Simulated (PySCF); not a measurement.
Runs of PySCF 2.14.0 on FAlSeH2. The cell holds a molecule in a box, 5 atoms: a = 12.000 Å, b = 13.000 Å, c = 13.000 Å, α = 90.00°, β = 90.00°, γ = 90.00°. 

| task | level | three-body dispersion term | conv_tol | grid for exchange and correlation | frozen core bands | gap on the mesh (eV) |
| --- | --- | --- | --- | --- | --- | --- |
| atomic charges | HSE03+D3(BJ) | no | 1e-07 Ha | Becke, atom-centred | - | 5.87 |
| atomic charges | CAM-B3LYP+D4 | yes | 1e-07 Ha | Becke, atom-centred | - | 8.80 |
| excitation energies (Tamm-Dancoff) | PBE0 | - | 1e-08 Ha | Becke, atom-centred | 15 | 6.61 |
| MP2 correlation energy | HF | - | 1e-08 Ha | - | 15 | 11.81 |
| atomic charges | wB97X | - | 1e-07 Ha | Becke, atom-centred | - | (a) |
| CCSD(T) correlation energy | HF | - | 1e-08 Ha | - | 15 | 11.81 |
| atomic charges | X3LYP+D3 | no | 1e-07 Ha | Becke, atom-centred | - | (b) |

Alike in all rows: potentials or basis 6-31g* (all-electron); no spin polarisation; cell as given; k mesh 1 × 1 × 1; smearing fixed.

**Question.** Fill in the values left out.

**Answer.** (a) 10.84; (b) 6.24.

Caveats: this is a molecule in a periodic box at the Γ point, so its band gap is the HOMO-LUMO gap; relativity is left out, which matters for the heavier elements; the basis of atomic orbitals isn't converged, which shifts pressures, moduli and gaps; the basis is small and the box finite, so much correlation energy is missing and levels can be off by tenths of an eV (some runs); this program's HSE differs a little from the usual definition (some runs); the iterative solver can pass over a root and still report convergence (some runs).

A k mesh can miss the band edges, and the runs leave out spin-orbit coupling on Se.

Runs at the PBE level aren't shown here.
